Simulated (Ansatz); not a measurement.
# Zr12C: the cost of one run

All numbers below are computed with Ansatz 0.2.0 (DFT PBE, plane waves, PAW, scalar-relativistic, no spin polarisation).

### Step 1. The system as given

The cell holds 13 atoms (CZr12): a = 6.460 Å, b = 9.690 Å, c = 5.145 Å, α = 90.00°, β = 90.00°, γ = 120.00°.

As a file:

```
CELL_PARAMETERS angstrom
6.46000 0.00000 0.00000
-4.84500 8.39179 0.00000
0.00000 0.00000 5.14539
ATOMIC_POSITIONS crystal
Zr 0.00000 0.00000 0.00000
Zr 0.16667 0.22222 0.50000
Zr 0.00000 0.33333 0.00000
Zr 0.16667 0.55556 0.50000
Zr 0.00000 0.66667 0.00000
Zr 0.16667 0.88889 0.50000
Zr 0.50000 0.00000 0.00000
Zr 0.66667 0.22222 0.50000
Zr 0.50000 0.33333 0.00000
Zr 0.66667 0.55556 0.50000
Zr 0.50000 0.66667 0.00000
Zr 0.66667 0.88889 0.50000
C 0.33453 0.77924 0.24936
```

### Step 2. Preparing the start

input.yaml reads:

```yaml
crystal:
  lattice:
    - [6.46, 0.0, 0.0]
    - [-4.845, 8.391786, 0.0]
    - [0.0, 0.0, 5.14539]
  atoms:
    - { symbol: Zr, position: [0.0, 0.0, 0.0] }
    - { symbol: Zr, position: [0.1666667, 0.2222222, 0.5] }
    - { symbol: Zr, position: [0.0, 0.3333333, 0.0] }
    - { symbol: Zr, position: [0.1666667, 0.5555556, 0.5] }
    - { symbol: Zr, position: [0.0, 0.6666667, 0.0] }
    - { symbol: Zr, position: [0.1666667, 0.8888889, 0.5] }
    - { symbol: Zr, position: [0.5, 0.0, 0.0] }
    - { symbol: Zr, position: [0.6666667, 0.2222222, 0.5] }
    - { symbol: Zr, position: [0.5, 0.3333333, 0.0] }
    - { symbol: Zr, position: [0.6666667, 0.5555556, 0.5] }
    - { symbol: Zr, position: [0.5, 0.6666667, 0.0] }
    - { symbol: Zr, position: [0.6666667, 0.8888889, 0.5] }
    - { symbol: C, position: [0.3345332, 0.7792371, 0.2493641] }
basis:
  ecutwfc: 420.0
kpoints:
  mp_grid: { grid: [3, 2, 3] }
hamiltonian:
  xc: pbe
scf:
  occupations: { method: fermi_dirac, width: 0.1 }
  lower_state_search: "off"
relax:
  f_tol: 0.08
  max_steps: 25
  adjacent_minimum: "off"
output:
  write_density: true
  write_potential: true
  elf: true
  volumetric_format: npy
```

Command:

```console
> ansatz run input.yaml --threads 2 --pin off --max-ram 5120MiB --backend cpu --events-out ev --progress --plain --runs-dir out
```

What time and memory should one allow on 2 threads of Intel Xeon Platinum 8259CL at 2.50GHz (Skylake/Cascade Lake), shared host?

About 36 s, with a peak of 0.81 GiB.
